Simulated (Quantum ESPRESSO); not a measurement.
Runs of Quantum ESPRESSO 7.5 on TaAs. The cell holds a sheet with vacuum, 2 atoms: a = 3.326 Å, b = 3.326 Å, c = 25.740 Å, α = 90.00°, β = 90.00°, γ = 90.00°. The cell was built by a generator and needn't be a form met in nature.

```tsv
level	form of the LDA correlation	gap on the mesh (eV)	largest force (eV/Å)	work function (eV)
AM05	-	none	0.12	4.67
RPBE	-	none	0.26	4.62
WC	-	none	0.13	4.76
revPBE	-	none	0.21	4.62
LDA	PZ81	none	0.41	4.94
rev-vdW-DF2	-	none	(b)	(c)
PBE	-	none	(a)	4.72
PBEsol	-	none	0.13	(d)
```

Alike in all rows: task work function; potentials or basis SG15 PBE 1.2; no spin polarisation; cell as given; k mesh 8 × 8 × 1; cutoff (eV) 1020; smearing fermi-dirac 0.05 eV.

Problem. Fill in the values left out.

Solution. (a) 0.06; (b) 0.05; (c) 4.92; (d) 4.77.

Caveats: the potentials were made for another functional, which shifts forces and pressure (some runs).

A k mesh can miss the band edges, and the runs leave out spin-orbit coupling on As, Ta.

A gap of «none» marks a metal or a gap under the smearing width.
